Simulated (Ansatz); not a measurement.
**LaGa3Pd2: relaxing cell and atoms**

Aim: in LaGa3Pd2, a database structure at a slightly changed volume, relax cell and atoms, then read levels, charges and fields where it ends.

Program: Ansatz 0.2.0. Level of theory: DFT, PBEsol, no spin polarisation, plane waves, PAW. These are calculated values, not measurements.

## (1) The system as given

The structure is hexagonal, space group P6/mmm (No. 191). Conventional cell: a = 5.468 Å, b = 5.468 Å, c = 4.295 Å, α = 90.00°, β = 90.00°, γ = 120.00°. Ga (site symmetry mmm) is surrounded by 4 Pd at 2.66 Å and 4 Ga at 2.73 Å. La (site symmetry 6/mmm) is surrounded by 6 Pd at 3.16 Å and 12 Ga at 3.48 Å. Pd (site symmetry -6m2) is surrounded by 6 Ga at 2.66 to 2.67 Å.

Symmetry-reduced, conventional setting; the input below types the cell that was run:

```cif
data_structure
_symmetry_space_group_name_H-M 'P6/mmm'
_symmetry_Int_Tables_number 191
_cell_length_a 5.4679
_cell_length_b 5.4679
_cell_length_c 4.2947
_cell_angle_alpha 90.000
_cell_angle_beta 90.000
_cell_angle_gamma 120.000
_cell_volume 111.20
loop_
_atom_site_label
_atom_site_type_symbol
_atom_site_symmetry_multiplicity
_atom_site_Wyckoff_symbol
_atom_site_fract_x
_atom_site_fract_y
_atom_site_fract_z
_atom_site_occupancy
Ga1 Ga 3 g 0.50000 0.00000 0.50000 1
La1 La 1 a 0.00000 0.00000 0.00000 1
Pd1 Pd 2 c 0.33333 0.66667 0.00000 1
```

The first density is read from a saved solution for the starting cell.

## (2) Relaxing

File input.yaml:

```yaml
crystal:
  lattice:
    - [5.467868, 0.0, 0.0]
    - [-2.733934, 4.735314, 0.0]
    - [0.0, 0.0, 4.294668]
  atoms:
    - { symbol: Ga, position: [0.5, 0.0, 0.5] }
    - { symbol: Ga, position: [0.5, 0.5, 0.5] }
    - { symbol: Ga, position: [0.0, 0.5, 0.5] }
    - { symbol: La, position: [0.0, 0.0, 0.0] }
    - { symbol: Pd, position: [0.3333, 0.6667, 0.0] }
    - { symbol: Pd, position: [0.6666, 0.3333, 0.0] }
  symmetry: { tolerance: 0.0003 }
kpoints:
  mp_grid: { grid: [7, 7, 8], shift: [0, 0, 0] }
magnetization:
  spin_polarized: false
scf:
  occupations: { method: gaussian, width: 0.2541 }
  lower_state_search: "off"
hamiltonian:
  pseudopotentials: { kind: paw }
  xc: pbesol
basis:
  ecutwfc: 420
  fft_grid_basis: typed
relax:
  max_steps: 60
  cell: { p_target: 0.0 }
output:
  forces: true
  stress: true
  eigenvalues: true
  bader: true
  populations: true
  elf: true
  write_potential: true
  volumetric_format: npy
  dos:
    e_range: [-12, 8]
    de: 0.05
    projected: { site_lists: { Ga: [Ga], La: [La], Pd: [Pd] } }
  write_density: true
checkpoint:
  read: saved_state
```

The run is started by

```
$ ansatz run input.yaml --threads 2 --pin off --max-ram 2560MiB --backend cpu --events-out ev --progress --plain --runs-dir out
```

Q: Predict the outcome of this session. Wanted: moves; energy gained; largest move; cell; volume; pressure at the end; character; Bader charges.

The runs gave:

```
                                                 quantity                                                                       value
                                                    moves                                                                           3
                                            energy gained                                                                7.0 meV/atom
                                             largest move                                                                      0.00 Å
                     space group (0.01 Å), before / after                                                             P6/mmm / P6/mmm
                                                     cell  a = 5.399 Å, b = 5.399 Å, c = 4.261 Å, α = 90.00°, β = 90.00°, γ = 120.00°
                                                   volume                                                      17.93 Å³/atom (-3.3 %)
                                      pressure at the end                                                                    0.00 GPa
           formation energy (elements from separate runs)                                                               -0.79 eV/atom
                                                character                                                                       metal
density of states, mean within 0.25 eV of the Fermi level                                                         2.5 per eV per cell
                                            Bader charges                                              Ga +0.03, La +1.40, Pd -0.75 e
```

**Reading.** The volume shrank by 3.3 %, and the atoms end where they began within the cell; the energy fell by 7.0 meV per atom. With 24 symmetry operations imposed, the end may be a saddle point towards distortions that break them. The cell is metallic; within 0.25 eV of the Fermi level the density of states averages 2.5 per eV per cell, mostly Ga p (44 %), La d (26 %) and Pd d (17 %). La loses most charge (+1.40 e on average) and Pd gains most (-0.75 e). Set against separate runs on the elements (alpha-Ga (Cmce), La dhcp, Pd fcc), it forms at -0.79 eV per atom, which says nothing yet of rival compounds.

Caveats: wide smearing.
